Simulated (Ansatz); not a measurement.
HfMg3 under changes of volume

One of the cells (21.784 Å³/atom); the others are scaled copies at fixed shape and fractional positions:

```xyz
4
Lattice="4.4334 0.0000 0.0000 0.0000 4.4334 0.0000 0.0000 0.0000 4.4334" Properties=species:S:1:pos:R:3 pbc="T T T"
Hf    0.0000    0.0000    0.0000
Mg    0.0000    2.2167    2.2167
Mg    2.2167    0.0000    2.2167
Mg    2.2167    2.2167    0.0000
```

The cell comes from a database or a generator and needn't be the stable form of this composition.

| Quantity | Value |
| --- | --- |
| Program | Ansatz 0.2.0 |
| Functional | PBE |
| Potentials or basis | Ansatz PAW |
| Cutoff | 420 eV (not typed: the program's choice for these potentials) |
| k mesh | 6 × 6 × 6 |
| Occupations | fermi-dirac, width 0.05 eV |
| Spin | no spin polarisation |

| volume (Å³/atom) | energy over the lowest point (meV/atom) | pressure (GPa) |
| --- | --- | --- |
| 20.477 | 15.64 | 4.0 |
| 20.913 | ? | ? |
| 21.349 | 1.71 | 1.2 |
| 21.784 | 0.00 | 0.1 |
| 22.220 | 1.36 | -1.0 |
| 22.656 | 5.52 | -2.0 |
| 23.091 | 12.20 | -2.9 |

**Question.** What does the run at 20.913 Å³/atom give?

**Answer.** Energy over the lowest point 6.81 meV/atom; pressure 2.6 GPa.

Worked out: A Birch-Murnaghan fit of order 3 (a polynomial in V^(-2/3)) to the other rows has its minimum at 21.80 Å³/atom with B0 = V·E''(V) = 56 GPa and B' = 3.8. It gives 6.81 meV/atom at 20.913 Å³/atom, against the run's 6.81, and -dE/dV = 2.5 GPa, against 2.6.

Energies are extrapolated to zero smearing.
